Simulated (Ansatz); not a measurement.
# CH9FN2OSi2: a ladder of functionals and wavefunction methods

One table from this session's results is given with a row withheld; the runs are named, their logs left out.

The runs use Ansatz 0.2.0, Gaussian basis; functionals in def2-TZVPP, the program's frozen cores in correlated methods.

The runs, in order: LDA (SPW92), PBE-D4, revPBE-D4, BLYP-D4, r2SCAN-D4, B97M-V, PBE0-D4, B3LYP-D4, r2SCANh-D4, r2SCAN0-D4, HSE06-D4, BHLYP-D4, CAM-B3LYP-D4, LC-ωPBE, ωB97X-V, ωB97M-V, B2PLYP, PBE-QIDH; CCSD(T)/def2-SVP; CCSD(T)/def2-TZVPP; MP2/def2-QZVPP; extrapolation to the limit; RPA on PBE.

### Structure used throughout

The geometry comes from an earlier relaxation with PBE0-D4 in a triple-zeta def2 set; it is a stationary point, not always the lowest conformer.

SMILES `CO[Si@@H](N)[Si@H](N)F`, 16 atoms, charge 0, spin multiplicity 1.

Atoms are counted from 1 here; the program's logs count them from 0.

Bond lengths: C1–O2 1.408 Å, C1–H8 1.092 Å, C1–H9 1.098 Å, C1–H10 1.095 Å, O2–Si3 1.656 Å, Si3–N4 1.708 Å, Si3–Si5 2.347 Å, Si3–H11 1.482 Å, N4–H12 1.006 Å, N4–H13 1.006 Å, Si5–N6 1.699 Å, Si5–F7 1.622 Å, Si5–H14 1.486 Å, N6–H15 1.006 Å, N6–H16 1.006 Å. Angles: O2–C1–H8 108.4°, O2–C1–H9 112.0°, O2–C1–H10 111.4°, H8–C1–H9 108.4°, H8–C1–H10 108.6°, H9–C1–H10 108.0°, C1–O2–Si3 122.3°, O2–Si3–N4 116.3°, O2–Si3–Si5 108.5°, O2–Si3–H11 102.8°, N4–Si3–Si5 105.7°, N4–Si3–H11 109.1°, Si5–Si3–H11 114.8°, Si3–N4–H12 123.6°, Si3–N4–H13 121.7°, H12–N4–H13 112.4°, Si3–Si5–N6 108.1°, Si3–Si5–F7 106.0° and more.

Set-up of the first run:

Input file in.yaml:

```yaml
crystal:
  periodic: [false, false, false]
  atoms:
    - {symbol: C, position_ang: [-0.819150, -1.297986, -1.467659]}
    - {symbol: O, position_ang: [0.477932, -1.272602, -0.920937]}
    - {symbol: Si, position_ang: [1.155924, 0.110818, -0.314220]}
    - {symbol: N, position_ang: [1.204795, 1.453687, -1.368096]}
    - {symbol: Si, position_ang: [-0.102760, 0.805072, 1.541322]}
    - {symbol: N, position_ang: [-0.643141, -0.582511, 2.360018]}
    - {symbol: F, position_ang: [-1.300591, 1.723666, 0.949001]}
    - {symbol: H, position_ang: [-1.064465, -2.330032, -1.725153]}
    - {symbol: H, position_ang: [-1.572132, -0.929494, -0.758316]}
    - {symbol: H, position_ang: [-0.882777, -0.687857, -2.375105]}
    - {symbol: H, position_ang: [2.541680, -0.312767, -0.001730]}
    - {symbol: H, position_ang: [1.820626, 1.516932, -2.161407]}
    - {symbol: H, position_ang: [0.449001, 2.116079, -1.415692]}
    - {symbol: H, position_ang: [0.564945, 1.683024, 2.536399]}
    - {symbol: H, position_ang: [-0.816989, -1.449113, 1.879660]}
    - {symbol: H, position_ang: [-1.035597, -0.569515, 3.286216]}
basis:
  gaussian: {orbitals: def2-TZVPP}
hamiltonian: {xc: lda}
output: {orbitals: {seedname: orbitals}}
```

Steps of the session up to this table: LDA; PBE-D4 (GGA); revPBE-D4 (GGA); BLYP-D4 (GGA); r2SCAN-D4 (meta-GGA); B97M-V (meta-GGA); PBE0-D4 (hybrid); B3LYP-D4 (hybrid); r2SCANh-D4 (hybrid); r2SCAN0-D4 (hybrid); HSE06-D4 (hybrid); BHLYP-D4 (hybrid); CAM-B3LYP-D4 (range-separated); LC-ωPBE (range-separated); ωB97X-V (range-separated); ωB97M-V (range-separated); B2PLYP (double hybrid); PBE-QIDH (double hybrid).

One of the session's tables, all rows but one given; the rest of the session is left out.

It belongs to the step «Frontier levels by functional». 

```
  functional  HOMO (eV)  gap (eV)
 LDA (SPW92)      -6.18      5.11
      PBE-D4      -6.07      5.26
   revPBE-D4      -6.02      5.33
     BLYP-D4      -5.99      5.32
   r2SCAN-D4      -6.36      5.83
      B97M-V      -6.48      5.72
     PBE0-D4      -7.41      7.43
    B3LYP-D4      -7.21      7.04
  r2SCANh-D4      -6.86      6.62
  r2SCAN0-D4      -7.60      7.80
    HSE06-D4      -7.01      6.66
    BHLYP-D4      -8.67      9.57
CAM-B3LYP-D4      -8.77      9.80
     LC-ωPBE     -10.03     12.23
     ωB97X-V          ?         ?
     ωB97M-V      -9.54     11.26
```

Q: Estimate the row for ωB97X-V from the others.

The run gave: HOMO (eV): -9.74; gap (eV): 11.78. In the column «HOMO (eV)» it lies between LC-ωPBE (-10.03) and ωB97M-V (-9.54).
